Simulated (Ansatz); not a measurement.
A first try at a single point in a Gaussian basis of C2H6FNSi, SMILES C=N[SiH](C)F, using Ansatz 0.2.0 through its Python package.

Run as a notebook:

```python
from pathlib import Path
import warnings

import ansatz
```

```python
SETTINGS = {
    "basis": "def2-SVPD",
    "level": "mp2",
}

GEOMETRY = """
C    -0.06170    2.01120    0.76930
N    -0.64310    0.88440    0.65300
Si    0.40800   -0.39900    0.19800
C    -0.42310   -1.55400   -0.85580
F     1.65010    0.23190   -0.64200
H    -0.75170    2.92540    1.03320
H     0.98400    2.29780    0.59480
H     1.00750   -1.01660    1.43560
H     0.13760   -2.37820   -1.14180
H    -0.88020   -1.06610   -1.72450
H    -1.36210   -1.99370   -0.29920
"""
```

```python
warnings.simplefilter("ignore", ansatz.DeckWarning)
```

```python
system = ansatz.Crystal.molecule()
for line in GEOMETRY.strip().splitlines():
    symbol, *xyz = line.split()
    system = system.atom(symbol, [float(v) for v in xyz])
```

```python
setup = (
    system.calculation()
    .basis(gaussian=SETTINGS["basis"])
    .correlation(SETTINGS["level"])
    .orbitals()
)
print(setup.to_yaml())
outcome = setup.run(cores=2, threads=1, runs_dir="runs")
rep = outcome.report
```

    crystal:
      periodic: [false, false, false]
      atoms:
        - { symbol: C, position_ang: [-0.0617, 2.0112, 0.7693] }
        - { symbol: "N", position_ang: [-0.6431, 0.8844, 0.653] }
        - { symbol: Si, position_ang: [0.408, -0.399, 0.198] }
        - { symbol: C, position_ang: [-0.4231, -1.554, -0.8558] }
        - { symbol: F, position_ang: [1.6501, 0.2319, -0.642] }
        - { symbol: H, position_ang: [-0.7517, 2.9254, 1.0332] }
        - { symbol: H, position_ang: [0.984, 2.2978, 0.5948] }
        - { symbol: H, position_ang: [1.0075, -1.0166, 1.4356] }
        - { symbol: H, position_ang: [0.1376, -2.3782, -1.1418] }
        - { symbol: H, position_ang: [-0.8802, -1.0661, -1.7245] }
        - { symbol: H, position_ang: [-1.3621, -1.9937, -0.2992] }
    basis:
      gaussian:
        orbitals: def2-SVPD
    correlation:
      method: mp2
    output:
      orbitals: {}
    
    Traceback (most recent call last):
      File "<cell 5>", line 8, in <module>
        outcome = setup.run(cores=2, threads=1, runs_dir="runs")
    TypeError: Calculation.run() got an unexpected keyword argument 'cores'

Why does it end like this?

The fault: run() has no such keyword. The correction:

```diff
--- before
+++ after
@@
 print(setup.to_yaml())
-outcome = setup.run(cores=2, threads=1, runs_dir="runs")
+outcome = setup.run(threads=1, runs_dir="runs")
 rep = outcome.report
```

The cells in order, each with its output:

(earlier cells as before)

**Cell 5**
```python
setup = (
    system.calculation()
    .basis(gaussian=SETTINGS["basis"])
    .correlation(SETTINGS["level"])
    .orbitals()
)
print(setup.to_yaml())
outcome = setup.run(threads=1, runs_dir="runs")
rep = outcome.report
```
Output:
```text
crystal:
  periodic: [false, false, false]
  atoms:
    - { symbol: C, position_ang: [-0.0617, 2.0112, 0.7693] }
    - { symbol: "N", position_ang: [-0.6431, 0.8844, 0.653] }
    - { symbol: Si, position_ang: [0.408, -0.399, 0.198] }
    - { symbol: C, position_ang: [-0.4231, -1.554, -0.8558] }
    - { symbol: F, position_ang: [1.6501, 0.2319, -0.642] }
    - { symbol: H, position_ang: [-0.7517, 2.9254, 1.0332] }
    - { symbol: H, position_ang: [0.984, 2.2978, 0.5948] }
    - { symbol: H, position_ang: [1.0075, -1.0166, 1.4356] }
    - { symbol: H, position_ang: [0.1376, -2.3782, -1.1418] }
    - { symbol: H, position_ang: [-0.8802, -1.0661, -1.7245] }
    - { symbol: H, position_ang: [-1.3621, -1.9937, -0.2992] }
basis:
  gaussian:
    orbitals: def2-SVPD
correlation:
  method: mp2
output:
  orbitals: {}
```

**Cell 6**
```python
type(outcome).__name__, type(rep).__name__
```
Output:
```text
('RunOutcome', 'dict')
```

**Cell 7**
```python
print(f"E = {rep['free_energy_ev']:.6f} eV = {rep['free_energy_ev'] / 27.211386246:.7f} Ha")
print("converged:", rep["converged"], " doubts:", rep["published_state_doubts"] or "none")
```
Output:
```text
E = -14220.704112 eV = -522.6012370 Ha
converged: True  doubts: none
```

**Cell 8**
```python
parts = rep["correlation"]
for name in ("random_phase", "coupled_cluster", "perturbative"):
    if name in parts:
        print(f"{name:16s} {parts[name]['energy']['hartree']:12.7f} Ha")
if "second_order" in parts:
    pair = parts["second_order"]
    print(f"MP2 same spin {pair['same_spin']['hartree']:.7f} Ha, opposite spin {pair['opposite_spin']['hartree']:.7f} Ha")
```
Output:
```text
MP2 same spin -0.1854456 Ha, opposite spin -0.5693791 Ha
```

**Cell 9**
```python
lines = Path(rep["orbitals_path"]).read_text().splitlines()
field_of = lambda key: [line.split("=")[1].strip() for line in lines if line.startswith(key)]
orbitals = [(27.211386 * float(e), s, float(n)) for e, s, n in zip(field_of("Ene="), field_of("Spin="), field_of("Occup="))]
homo = max(e for e, _, n in orbitals if n > 0.5)
lumo = min(e for e, _, n in orbitals if n < 0.5)
for e, spin, n in sorted(orbitals):
    if homo - 10 < e < lumo + 5:
        print(f"{spin:6s} {e:10.3f} eV  occupation {n:.0f}")
```
Output:
```text
Alpha     -20.336 eV  occupation 2
Alpha     -18.746 eV  occupation 2
Alpha     -18.002 eV  occupation 2
Alpha     -17.690 eV  occupation 2
Alpha     -16.600 eV  occupation 2
Alpha     -15.973 eV  occupation 2
Alpha     -14.923 eV  occupation 2
Alpha     -14.364 eV  occupation 2
Alpha     -13.566 eV  occupation 2
Alpha     -12.147 eV  occupation 2
Alpha     -11.164 eV  occupation 2
Alpha       2.464 eV  occupation 0
Alpha       2.842 eV  occupation 0
Alpha       2.990 eV  occupation 0
Alpha       3.724 eV  occupation 0
Alpha       4.193 eV  occupation 0
Alpha       4.558 eV  occupation 0
Alpha       5.017 eV  occupation 0
Alpha       5.222 eV  occupation 0
Alpha       5.301 eV  occupation 0
Alpha       5.623 eV  occupation 0
Alpha       6.078 eV  occupation 0
Alpha       6.317 eV  occupation 0
Alpha       6.453 eV  occupation 0
Alpha       6.903 eV  occupation 0
Alpha       7.187 eV  occupation 0
```

What to keep in mind:
- Total energies depend on the basis set; only differences at equal settings carry meaning.
- The geometry is a force-field or estimated start, not a minimum of this method, and the basis set is short of its limit.
- Alpha marks a spatial orbital of a restricted run, filled by both spins.
- Levels such as HOMO and LUMO are orbital energies: in Hartree-Fock the gap is too wide and the LUMO hangs on the basis.
- Inner cores stay frozen, so this is valence correlation.
- It ran for 6.8 s on 1 thread of Arm Neoverse V1 (shared host), peak memory 0.41 GiB.

(Lines on the test bed's own set-up are left out of the output.)
